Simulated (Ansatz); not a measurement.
**NaGe (doublet): from Hartree-Fock to the top rungs, aug-cc-pVDZ**

One table from this session's results is given with a row withheld; the runs are named, their logs left out.

Program: Ansatz 0.2.0, Gaussian basis. Level of theory: aug-cc-pVDZ, core rule «outside noble gas», up to 19 orbitals frozen. These are calculated values, not measurements.

The runs, in order: UHF; CCSD(T) on ROHF; CCSD(T) on UHF; BCCD(T) on ROHF; CISD; CCSDT(Q) on ROHF; CCSDT(Q) on UHF; Full CI; Full CI in the symmetry of the determinant.

38 further runs of the same task are left out: 12 for a known fault of the program, 9 that didn't finish, 17 set aside as unsound or not needed.

## The geometry

The geometry is a PBE0/def2-TZVP stationary point (not a proven minimum). No spin-orbit coupling is included. The filled d shell of Ge may be among the frozen orbitals whatever the setting's name suggests; the logs give the count.

2 atoms, charge 0, spin multiplicity 2.

Atoms are counted from 1 here; the program's logs count them from 0.

Bond lengths: Ge1–Na2 2.818 Å.

The first run:

File in.yaml:

```yaml
crystal:
  periodic: [false, false, false]
  atoms:
    - {symbol: Ge, position_ang: [0.000000, 0.000000, 0.000000]}
    - {symbol: Na, position_ang: [0.000000, 0.000000, 2.818200]}
basis:
  gaussian: {orbitals: aug-cc-pVDZ}
magnetization: {spin_polarized: true, initial_magnetization: 1}
hamiltonian: {xc: hf}
output: {orbitals: {seedname: orbitals}}
```

On the command line:

```console
ansatz run in.yaml --threads 1 --pin off --events-out ev --progress --plain --max-ram 2393MiB
```

Steps of the session up to this table: UHF; CCSD(T) on ROHF; CCSD(T) on UHF; BCCD(T) on ROHF; CISD; CCSDT(Q) on ROHF; CCSDT(Q) on UHF; Full CI; Full CI in the symmetry of the determinant.

One table of the session follows, with a row left open; its other results are not shown here.

```
   method  from FCI (meV)
     ROHF         +2515.7
     RMP2          +699.3
     CISD          +218.0
    RCCSD          +124.4
 RCCSD(T)           +37.4
  BCCD(T)           +38.4
   RCCSDT            +8.7
RCCSDT(Q)               ?
      FCI               0
```

**Question.** Estimate the row for RCCSDT(Q).

The run gave: from FCI (meV): +1.8. In the column «from FCI (meV)» it lies between FCI (0) and RCCSDT (+8.7).

Left out of the table: UHF, UMP2, UCCSD, UCCSD(T), UCCSDT, UCCSDT(Q) (another determinant or state than the rows shown).
